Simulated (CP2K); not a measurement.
Runs of CP2K 2026.2 on Bi2Te3 (Tellurobismuthite). Symmetry: R-3m, No. 166, trigonal system. Conventional cell: a = 4.386 Å, b = 4.386 Å, c = 30.497 Å, α = 90.00°, β = 90.00°, γ = 120.00°. Around Bi (site symmetry 3m) lie 6 Te at 3.07 to 3.25 Å. Te (site symmetry 3m) has 3 Bi at 3.07 Å as nearest neighbours. Te (site symmetry -3m) is surrounded by 6 Bi at 3.25 Å. 

```tsv
task	level	potentials or basis	cell	NGRIDS	points a segment of the path (NPOINTS)	bands added on the path	MPI ranks	gap on the mesh (eV)	pressure (GPa)	largest force (eV/Å)
band structure	PBE	GTH_POTENTIALS Bi GTH-PADE-q5, Te GTH-PADE-q6; DZVP-MOLOPT-SR-GTH basis	as given	5	6	2	-	0.27	0.1	0.32
band structure	PBE	GTH_POTENTIALS Bi GTH-PBE-q5, Te GTH-PBE-q6; DZVP-MOLOPT-SR-GTH basis	as given	5	6	2	-	0.27	2.5	0.04
single point	PBEsol	POTENTIAL_UZH Bi GTH-PBE-q5, Te GTH-PBE-q6; TZVP-MOLOPT-PBE-GTH basis	as given	4	-	-	3	0.21	1.3	0.15
band structure	PBE	POTENTIAL_UZH Bi GTH-PBE0-q5, Te GTH-PBE0-q6; DZVP-MOLOPT-SR-GTH basis	as given	5	6	2	-	0.27	1.6	0.08
band structure	PBE	GTH_POTENTIALS Bi GTH-BLYP-q5, Te GTH-BLYP-q6; DZVP-MOLOPT-SR-GTH basis	as given	5	6	2	-	0.25	(b)	0.03
single point	PBEsol	POTENTIAL_UZH Bi GTH-PBE-q5, Te GTH-PBE-q6; TZVP-MOLOPT-PBE-GTH basis	atoms moved at random, drawn with an rms of 0.05 Å	5	-	-	3	0.22	1.1	0.17
band structure	PBE	POTENTIAL_UZH Bi GTH-SCAN-q5, Te GTH-SCAN-q6; DZVP-MOLOPT-SR-GTH basis	as given	5	6	2	-	0.31	0.7	(a)
```

Alike in all rows: no spin polarisation; k mesh 7 × 7 × 7; smearing fermi-dirac 0.05 eV.

Fill in the values left out.

(a) 0.26; (b) 2.1.

Caveats: spin-orbit coupling is left out, which as a rule narrows the gap of such compounds by several tenths of an eV; the basis of atomic orbitals isn't converged, which shifts pressures, moduli and gaps; the potentials were made for another functional, which shifts forces and pressure (some runs); an odd mesh through Γ misses points on the zone boundary, where band edges often lie (some runs).

A k mesh can miss the band edges, and the runs leave out spin-orbit coupling on Bi, Te.
